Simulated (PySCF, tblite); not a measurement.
**C5H9ClFSi radical: geometry, infrared bands and EPR parameters**

What infrared bands and EPR parameters should C5H9ClFSi radical (`C/C(=C/[SiH]Cl)CCF`) show?

Programs: tblite 0.8.0 and PySCF 2.14.0, with density-fitted response routines of our own. Each step states its level of theory. These are calculated values for one molecule in the gas phase, unless marked as measured. Atoms are numbered from 0 throughout.

## (1) Starting geometry

17 atoms, charge 0, multiplicity 2; geometry from: force field or distance geometry start.

Bonds of the start (Å): C0–C1 1.49, C1–C2 1.35, C2–Si3 1.82, Si3–Cl4 2.06, C1–C5 1.48, C5–C6 1.51, C6–F7 1.38, C0–H8 1.11, C0–H9 1.11, C0–H10 1.11, C2–H11 1.11, Si3–H12 1.47, C5–H13 1.10, C5–H14 1.13, C6–H15 1.10, C6–H16 1.12.

## (2) Relaxing the molecule with GFN2-xTB

What the job is given:

```
{"job": {"kind": "relax", "xc": "GFN2-xTB", "basis": "xTB"}, "charge": 0, "multiplicity": 2}
C     -1.618300    -0.918600     0.762600
C     -0.247800    -0.578900     0.278300
C      0.469000    -1.511300    -0.378600
Si     2.143300    -1.239600    -1.025500
Cl     2.253000    -0.735400    -3.016400
C      0.347800     0.752700     0.549000
C     -0.429300     1.897600    -0.046600
F     -0.458300     1.685600    -1.414700
H     -2.328100    -0.987300    -0.082200
H     -1.619300    -1.921400     1.243200
H     -1.995300    -0.208000     1.526300
H     -0.059500    -2.472600    -0.531700
H      2.977900    -0.401200    -0.151300
H      0.410700     0.881100     1.640800
H      1.388900     0.853100     0.122400
H     -1.409900     2.077700     0.417200
H      0.168200     2.838500     0.097400
```

Launch:

```sh
> OMP_NUM_THREADS=1 python probes_run.py task.json out
```

One launch serves the whole session: the jobs run in the order shown.

**Question.** This job is followed by: GFN2-xTB harmonic vibrations, gas phase; UKS B3LYP, pcH-1 on C Cl F H Si, non-relativistic, mean-field spin-orbit, GIAO. Predict these results of the whole session: strongest single infrared mode (GFN2-xTB); zero-point energy (GFN2-xTB); g(iso) (B3LYP); ⟨S²⟩; largest a(iso) (averaged by class); potential on the surface of density 0.002 e/bohr³, 1st and 99th percentile.

As calculated:

| quantity | value |
| --- | --- |
| strongest single infrared mode (GFN2-xTB) | 634 cm⁻¹, 191 km/mol |
| zero-point energy (GFN2-xTB) | 79.1 kcal/mol |
| g(iso) (B3LYP) | 2.00493 |
| ⟨S²⟩ | 0.758 (exact 0.75) |
| largest a(iso) (averaged by class) | 29Si on Si3, -406.3 MHz |
| potential on the surface of density 0.002 e/bohr³, 1st and 99th percentile | -0.98 V and 1.20 V |

In words: Over 147 steps the energy fell by 0.626 eV; of the close pairs, C5–H14 changed most, 1.130 to 1.092 Å. No mode is imaginary among the 45: a minimum at this level. The strongest single mode, at 634 cm⁻¹, moves mainly H12. GFN2-xTB is a fitted tight-binding method: band positions and strengths are rough. Its intensities can rank the bands wrongly. Most of the unpaired spin sits on Si3 (0.82 e). The isotropic g lies 2.6 ppt above the free-electron value. These values are for one conformer; the search (at its own cheap level) found 2 more, at 1.12, 3.51 kcal/mol, and measured spectra average over such forms.
